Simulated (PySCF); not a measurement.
# C12H10Se: the cost of one run

The runs use PySCF 2.14.0, with density-fitted response routines of our own; the level of theory stands in each step. All values are computed, except where a source is named. Atoms count from 0, in the outputs and in this text.

**1. Starting geometry**

23 atoms, charge 0, multiplicity 1; geometry from: GFN2-xTB.

Bonds of the start (Å): C0–C1 1.38, C1–C2 1.38, C2–C3 1.39, C3–Se4 1.92, Se4–C5 1.94, C5–C6 1.39, C6–C7 1.38, C7–C8 1.39, C8–C9 1.39, C9–C10 1.38, C3–C11 1.39, C11–C12 1.38, C12–C0 1.39, C10–C5 1.39, C0–H13 1.08, C1–H14 1.08, C2–H15 1.08, C6–H16 1.08, C7–H17 1.08, C8–H18 1.08, C9–H19 1.08, C10–H20 1.08, C11–H21 1.08, C12–H22 1.08.

**2. Geometry optimisation at PBE0-D3(BJ)/def2-SVP**

What the job is given:

```
{"job": {"xc": "PBE0", "basis": "def2-SVP", "d3": "d3bj", "grid": 1, "kind": "geom"}, "charge": 0, "multiplicity": 1}
C     -3.617700    -0.957620     1.319100
C     -2.341190    -1.457450     1.512520
C     -1.253360    -0.868570     0.892210
C     -1.449690     0.230060     0.069250
Se    -0.006540     1.131780    -0.826000
C      1.477510     0.020940    -0.266020
C      2.277980     0.428800     0.789640
C      3.339730    -0.364840     1.187780
C      3.601950    -1.554710     0.528940
C      2.804600    -1.952390    -0.532080
C      1.741560    -1.164240    -0.935830
C     -2.730060     0.735510    -0.128520
C     -3.809050     0.141540     0.496500
H     -4.460620    -1.421860     1.808800
H     -2.185530    -2.312290     2.154760
H     -0.259680    -1.263940     1.050300
H      2.066980     1.361000     1.294220
H      3.961660    -0.052220     2.013780
H      4.431030    -2.172530     0.840640
H      3.011570    -2.877780    -1.049370
H      1.114420    -1.465310    -1.763000
H     -2.869340     1.594190    -0.771920
H     -4.802220     0.537470     0.340890
```

**Question.** How long does this first job take on 8 threads of Arm Neoverse V2, shared host?

About 2.5 min.
